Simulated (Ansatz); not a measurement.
# C2H2Te, SMILES C1=C[Te]1: a short molecular-dynamics run

Run with Ansatz's Python interface.

`md.py`:
```python
"""Molecular dynamics of one C2H2Te molecule."""

import ansatz as az
import numpy as np

geometry = (
    az.Crystal.molecule()
    .atom("C", (-0.521, -0.477, -0.1856))
    .atom("C", (0.4026, 0.5918, 0.0438))
    .atom("Te", (0.91, -1.1289, 0.9201))
    .atom("H", (-1.4356, -0.679, -0.6758))
    .atom("H", (0.694, 1.6195, -0.1439))
)

model = (
    geometry.calculation()
    .basis(gaussian="def2-SVP")
    .functional("hf")
    .accuracy("medium")
    .md("nvt_nose_hoover", timestep=1.0, steps=40, temperature=300, initial_velocities="maxwell_boltzmann", seed=39, thermostat_time=20)
)
frames = []
model.session().plan().execute(on_event=lambda e: frames.append(e["data"]) if e["event"] == "md_step" else None)
print("t (fs)   E_pot (eV)      E_kin (eV)   T (K)   d(0-1) (A)")
for f in frames[::2]:
    xyz = np.array(f["positions_ang"])
    print(f"{f['time_fs']:6.2f} {f['lagrangian_ev']:14.5f} {f['e_kin_ev']:10.5f} {f['temperature_k']:8.1f} {np.linalg.norm(xyz[0] - xyz[1]):9.4f}")
kept = np.array([f["conserved_ev"] for f in frames])
print(f"conserved energy moves by at most {1000 * np.ptp(kept):.3f} meV")
```

Running `python md.py` prints:
```text
t (fs)   E_pot (eV)      E_kin (eV)   T (K)   d(0-1) (A)
  0.00    -9351.58409    0.11633    300.0    1.4311
  2.00    -9351.93589    0.46033   1187.1    1.3940
  4.00    -9352.41704    0.88424   2280.3    1.3243
  6.00    -9352.67351    0.94965   2448.9    1.2480
  8.00    -9352.62724    0.66312   1710.0    1.1991
 10.00    -9352.75811    0.60312   1555.3    1.1963
 12.00    -9353.09848    0.74952   1932.8    1.2309
 14.00    -9353.19954    0.66972   1727.1    1.2791
 16.00    -9353.10840    0.44692   1152.5    1.3173
 18.00    -9353.04515    0.30206    778.9    1.3302
 20.00    -9353.11110    0.30432    784.8    1.3119
 22.00    -9353.23156    0.35084    904.7    1.2689
 24.00    -9353.22382    0.27269    703.2    1.2206
 26.00    -9353.12578    0.13404    345.7    1.1908
 28.00    -9353.11131    0.09895    255.2    1.1912
 30.00    -9353.19390    0.15577    401.7    1.2135
 32.00    -9353.19764    0.13411    345.8    1.2418
 34.00    -9353.12721    0.05174    133.4    1.2637
 36.00    -9353.11222    0.03158     81.5    1.2699
 38.00    -9353.15689    0.06979    180.0    1.2553
 40.00    -9353.19816    0.09968    257.0    1.2246
conserved energy moves by at most 19.980 meV
```

These settings explore the input space; basis and method may be short of convergence. The trajectory is only some femtoseconds long, so its temperature is not equilibrated; where the script doesn't relax first, it starts from a rough generated geometry. def2 sets replace the cores of elements past krypton by effective core potentials. The temperature counts the internal degrees of freedom alone. With hydrogen a step over 0.5 fs is long. Wall time of the script: 46 s on 1 thread of Arm Neoverse V1 (shared host), peak memory 0.19 GiB.

(Lines on the test bed's own set-up are left out of the output.)
